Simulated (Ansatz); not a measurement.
**CH5ClOSSi: up Jacob's ladder to CCSD(T)**

One table from this session's results is given with a row withheld; the runs are named, their logs left out.

Computed with Ansatz 0.2.0, Gaussian basis. Level: functionals in def2-TZVPP, the program's frozen cores in correlated methods.

Plan: PBE-D4, r2SCAN-D4, PBE0-D4, B3LYP-D4, ωB97X-V, ωB97M-V, B2PLYP; CCSD(T)/def2-TZVPP; MP2/def2-QZVPP; extrapolation to the limit.

### Structure used throughout

The geometry comes from an earlier relaxation with PBE0-D4 in a triple-zeta def2 set; it is a stationary point, not always the lowest conformer.

SMILES `O[SiH](S)CCl`, 10 atoms, charge 0, spin multiplicity 1.

Atoms are counted from 1 here; the program's logs count them from 0.

Bond lengths: O1–Si2 1.637 Å, O1–H6 0.960 Å, Si2–S3 2.132 Å, Si2–C4 1.879 Å, Si2–H7 1.480 Å, S3–H8 1.344 Å, C4–Cl5 1.789 Å, C4–H9 1.090 Å, C4–H10 1.091 Å. Angles: Si2–O1–H6 116.3°, O1–Si2–S3 113.9°, O1–Si2–C4 110.9°, O1–Si2–H7 105.0°, S3–Si2–C4 105.2°, S3–Si2–H7 111.1°, C4–Si2–H7 110.8°, Si2–S3–H8 93.2°, Si2–C4–Cl5 108.9°, Si2–C4–H9 112.8°, Si2–C4–H10 111.1°, Cl5–C4–H9 107.7°, Cl5–C4–H10 107.3°, H9–C4–H10 108.8°.

Set-up of the first run:

in.yaml

```yaml
crystal:
  periodic: [false, false, false]
  atoms:
    - {symbol: O, position_ang: [-1.441015, -0.190296, 1.086706]}
    - {symbol: Si, position_ang: [0.088789, -0.310401, 0.515666]}
    - {symbol: S, position_ang: [0.399378, -1.971782, -0.783654]}
    - {symbol: C, position_ang: [0.545612, 1.202658, -0.500259]}
    - {symbol: Cl, position_ang: [-0.629627, 1.380525, -1.837193]}
    - {symbol: H, position_ang: [-2.137254, -0.124272, 0.428429]}
    - {symbol: H, position_ang: [0.941626, -0.410245, 1.721032]}
    - {symbol: H, position_ang: [0.282830, -2.868558, 0.210648]}
    - {symbol: H, position_ang: [1.540448, 1.130476, -0.940217]}
    - {symbol: H, position_ang: [0.492314, 2.110694, 0.101741]}
basis:
  gaussian: {orbitals: def2-TZVPP}
hamiltonian: {xc: pbe, dispersion: d4}
output: {forces: true, orbitals: {seedname: orbitals}}
```

Run with:

```bash
> ansatz run in.yaml --threads 4 --pin off --events-out ev --progress --plain --max-ram 10444MiB
```

Steps of the session up to this table: PBE-D4 (GGA); r2SCAN-D4 (meta-GGA); PBE0-D4 (hybrid); B3LYP-D4 (hybrid); ωB97X-V (range-separated); ωB97M-V (range-separated); B2PLYP (double hybrid); CCSD(T) in def2-TZVPP; MP2 in def2-QZVPP.

One table of the session follows, with a row left open; its other results are not shown here.

It belongs to the step «Atomisation energies». 

```
            method  atomisation energy (eV)
            PBE-D4                        ?
         r2SCAN-D4                   36.094
           PBE0-D4                   35.875
          B3LYP-D4                   35.728
           ωB97X-V                   36.144
           ωB97M-V                   36.181
            B2PLYP                   35.359
     HF/def2-TZVPP                   25.780
    MP2/def2-TZVPP                   35.648
   CCSD/def2-TZVPP                   34.348
CCSD(T)/def2-TZVPP                   34.941
           MP2/CBS                   36.786
       CCSD(T)/CBS                   36.079
```

**Question.** Estimate the row for PBE-D4.

As computed: atomisation energy (eV): 36.468. In the column «atomisation energy (eV)» it lies between ωB97M-V (36.181) and MP2/CBS (36.786).
